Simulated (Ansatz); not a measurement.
# NaLa3, space group Pm-3m: a comparison of functionals at one structure

Program: Ansatz 0.2.0, Python API.

Run as a notebook:

```python
import warnings

import ansatz as az
```

```python
warnings.simplefilter("ignore", az.DeckWarning)
```

```python
system = (
    az.Lattice.cubic(5.2563)
    .space_group(221)
    .atom("Na", (0.0, 0.0, 0.0))
    .atom("La", (0.5, 0.0, 0.5))
)
```

```python
len(system.resolved().sites)
```

    4

```python
setup = (
    system.calculation()
    .kpoints(spacing=0.29)
    .basis(510)
    .occupations("cold")
    .stress()
)
```

```python
rows = []
for value in ["rpbe", "revpbe", "pbe", "pbesol", "r2scan"]:
    report = setup.functional(value).run().report
    rows.append((value, report["free_energy_ev"] / len(report["lattice"]["sites"]), report["n_iterations"], sum(report["stress_gpa"][i][i] for i in range(3)) / 3, report["n_kpoints"]))
```

    

```python
print("  functional   F/atom (eV)    iterations       P (GPa)      k-points")
for row in rows:
    print(f"{str(row[0]):>12s}  {row[1]:12.5f}  {row[2]:12d}  {row[3]:12.3f}  {row[4]:12d}")
```

      functional   F/atom (eV)    iterations       P (GPa)      k-points
            rpbe   -5066.86034             8         1.393            10
          revpbe   -5064.58698             8         1.092            10
             pbe   -5058.94973             7         0.204            10
          pbesol   -4989.65891             7        -1.378            10
          r2scan   -5070.41880             8         0.379            10

From lowest to highest: PBEsol (-1.4 GPa), PBE (0.2 GPa), r2SCAN (0.4 GPa), revPBE (1.1 GPa) and RPBE (1.4 GPa). At a fixed cell a lower pressure usually means a smaller equilibrium volume, so PBEsol prefers the smallest cell and RPBE the largest.

Notes:
- The mesh is modest for a metal, so energies can be off by several to tens of meV an atom and pressures by half a GPa or more; differences at equal mesh fare better.
- Pressure is positive in compression.
- This cell is a computed structure, which may not be the phase found in nature.
- Total energies of different functionals can't be compared; pressures, moments and gaps at this one structure can.
- Timing: 18 s on 1 thread of Arm Neoverse V2 (shared host), peak memory 0.73 GiB.

(Lines on the test bed's own set-up are left out of the output.)
